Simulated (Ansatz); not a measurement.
# CH3CuF3PS: the cost of one run

The runs use Ansatz 0.2.0, Gaussian basis; the settings change from run to run.

## (1) The molecule

An earlier PBE0-D4 in a triple-zeta def2 set relaxation fixed the geometry.

SMILES `C[S][Cu-][P+](F)(F)F`, 10 atoms, charge 0, spin multiplicity 1.

Atoms are counted from 1 here; the program's logs count them from 0.

Bond lengths: C1–S2 1.823 Å, C1–H8 1.091 Å, C1–H9 1.090 Å, C1–H10 1.090 Å, S2–Cu3 2.128 Å, Cu3–P4 2.141 Å, P4–F5 1.549 Å, P4–F6 1.550 Å, P4–F7 1.549 Å. Angles: S2–C1–H8 107.1°, S2–C1–H9 111.8°, S2–C1–H10 111.7°, H8–C1–H9 108.3°, H8–C1–H10 108.3°, H9–C1–H10 109.4°, C1–S2–Cu3 104.6°, S2–Cu3–P4 177.8°, Cu3–P4–F5 118.2°, Cu3–P4–F6 119.2°, Cu3–P4–F7 117.4°, F5–P4–F6 99.3°, F5–P4–F7 99.8°, F6–P4–F7 99.2°.

As a file:

```csv
atom,x (Å),y (Å),z (Å)
C1,0.7973,-1.9217,1.5216
S2,1.7960,-0.9768,0.3245
Cu3,0.4378,0.4284,-0.5177
P4,-0.8745,1.8547,-1.4277
F5,-0.5788,2.2954,-2.8827
F6,-1.0457,3.2495,-0.7740
F7,-2.3667,1.4626,-1.5685
H8,1.4586,-2.6559,1.9834
H9,0.3950,-1.2819,2.3065
H10,-0.0190,-2.4544,1.0346
```

## (2) RPBE/cc-pVTZ-DK

Options: atoms shaken by 0.03 Å, a grid of angular degree 47, D4 dispersion.

in.yaml

```yaml
crystal:
  periodic: [false, false, false]
  atoms:
    - {symbol: C, position_ang: [0.814761, -1.911801, 1.518313]}
    - {symbol: S, position_ang: [1.824654, -0.982456, 0.333419]}
    - {symbol: Cu, position_ang: [0.432379, 0.390166, -0.474163]}
    - {symbol: P, position_ang: [-0.901661, 1.859076, -1.403877]}
    - {symbol: F, position_ang: [-0.567759, 2.329117, -2.849245]}
    - {symbol: F, position_ang: [-1.070149, 3.282854, -0.785844]}
    - {symbol: F, position_ang: [-2.370315, 1.493546, -1.609159]}
    - {symbol: H, position_ang: [1.492281, -2.652841, 2.019719]}
    - {symbol: H, position_ang: [0.362666, -1.255483, 2.254648]}
    - {symbol: H, position_ang: [0.025582, -2.427068, 1.105076]}
basis:
  gaussian: {orbitals: cc-pVTZ-DK, final_grid: {core_spheres: 20, valence_spheres: 16, degree: 47}}
hamiltonian: {xc: {name: RPBE}, dispersion: d4}
output: {forces: true}
```

Launch:

```bash
$ ansatz run in.yaml --threads 4 --pin off --events-out ev --progress --plain --max-ram 11315MiB
```

Q: Estimate wall time and peak memory on 4 threads of Intel Xeon Platinum 8375C at 2.90GHz, shared host.

About 10 s, with a peak of 0.57 GiB.
